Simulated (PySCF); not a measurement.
# Mo (Mo+): the cost of one run

Computed with PySCF 2.14.0 and routines of our own; the level stands in each step. Atoms count from 0.

## (1) The starting structure

1 atom, charge 1, states of the metal's open shell are computed; geometry from: free ion.

## (2) Ligand-field states: state-averaged CASSCF

The job: settings as JSON, then the geometry in Å.

```
{"job": {"kind": "lf", "basis": {"metal": "x2c-TZVPall", "ligand": "x2c-SVPall"}, "nevpt": true}, "charge": 1, "metal": "Mo", "open_shell": "d5"}
Mo     0.000000     0.000000     0.000000
```

With the program's defaults for keys left out, this is: state-averaged CASSCF of the metal d shell, SC-NEVPT2 on the averaged canonical orbitals, state-interaction spin-orbit coupling.

Started as:

```bash
> OMP_NUM_THREADS=1 python lf_run.py task.json out
```

This one command runs all jobs of the session in turn.

**Question.** How long does this first job take on 1 thread of Arm Neoverse V1, shared host, and how much memory does it need?

About 7.5 s, with a peak of 0.2 GiB.
